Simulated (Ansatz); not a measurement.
Below is the output of a Python script on the Python package of Ansatz (0.2.0) that makes a calculation of the elastic constants of ZrSc, space group P-6m2. Write a script that gives it. Level of theory: PBEsol, PAW, the default cutoff (420 eV here), 15×15×9 k-points, Gaussian smearing of 0.1 eV.

```
CELL_PARAMETERS angstrom
3.28285 0.00000 0.00000
-1.64142 2.84303 0.00000
0.00000 0.00000 5.15501
ATOMIC_POSITIONS crystal
Zr 0.66667 0.33333 0.00000
Sc 0.00000 0.00000 0.50000
```

```console
$ python zrsc.py
DeckWarning: basis.ecutwfc = 420 eV, auto-derived from the records' recommended cutoffs: set by Zr (normal level)
[[119.5  39.4  40.6   0.    0.    0. ]
 [ 39.4 119.5  40.6   0.    0.    0. ]
 [ 40.7  40.7 109.6   0.    0.    0. ]
 [  0.    0.    0.   34.7   0.    0. ]
 [  0.    0.    0.    0.   34.7   0. ]
 [  0.    0.    0.    0.    0.   40.1]]
Voigt stress of the unstrained cell (GPa, tension positive): [3.775 3.775 3.616 0.    0.    0.   ]
smallest eigenvalue of C: 34.7 GPa; tensor positive definite: True
k_voigt_gpa       65.553
k_reuss_gpa       65.476
k_hill_gpa        65.515
g_voigt_gpa       37.092
g_reuss_gpa       36.922
g_hill_gpa        37.007
youngs_gpa        93.429
poisson            0.262
```
(Warnings from the package without file and line.)

One script that gives this output:

`zrsc.py`:
```python
"""Elastic constants of ZrSc."""

import ansatz as az
import numpy as np

crystal = (
    az.Lattice.of((3.282846, 0.0, 0.0), (-1.641423, 2.843028, 0.0), (0.0, 0.0, 5.155005))
    .atom("Zr", (2 / 3, 1 / 3, 0.0))
    .atom("Sc", (0.0, 0.0, 0.5))
)

job = (
    crystal.calculation()
    .occupations(az.OccupationsMethod.GAUSSIAN)
    .functional(az.Functional.PBESOL)
    .kpoints(15, 15, 9)  # the mesh must be finer for metals
)
result = job.elastic(az.ElasticMode.RELAXED_ION).run()
elastic = result.elastic

print(np.array2string(np.round(elastic.c_gpa, 1) + 0.0, suppress_small=True))
print("Voigt stress of the unstrained cell (GPa, tension positive):", np.round(elastic.sigma0_gpa, 3) + 0.0)
print("smallest eigenvalue of C:", round(elastic.stability.min_eigenvalue_gpa, 1), "GPa; tensor positive definite:", elastic.stability.min_eigenvalue_gpa > 0)
# averaged moduli need a positive definite tensor
if elastic.stability.min_eigenvalue_gpa > 0:
    for name, value in elastic.moduli.to_plain().items():
        print(f"{name:14s} {value:9.3f}")
```

Reading the output:
- Spin is left out of this run.
- The cell isn't relaxed first, so the values belong to this volume.
- A positive definite tensor excludes instabilities under uniform strain alone; phonons elsewhere in the zone can still be imaginary.
- This cell is a computed structure, which may not be the phase found in nature.
- Shear constants of a metal converge slowly with the k-point mesh and can be wrong in sign on a coarse one; the constants belong to the cell that was strained.
- Run time: 13 min on 1 thread of Arm Neoverse V1, on a shared host, peak memory 0.8 GiB.

(A comment or docstring line of the script was reworded after the run, the code is as it ran.)
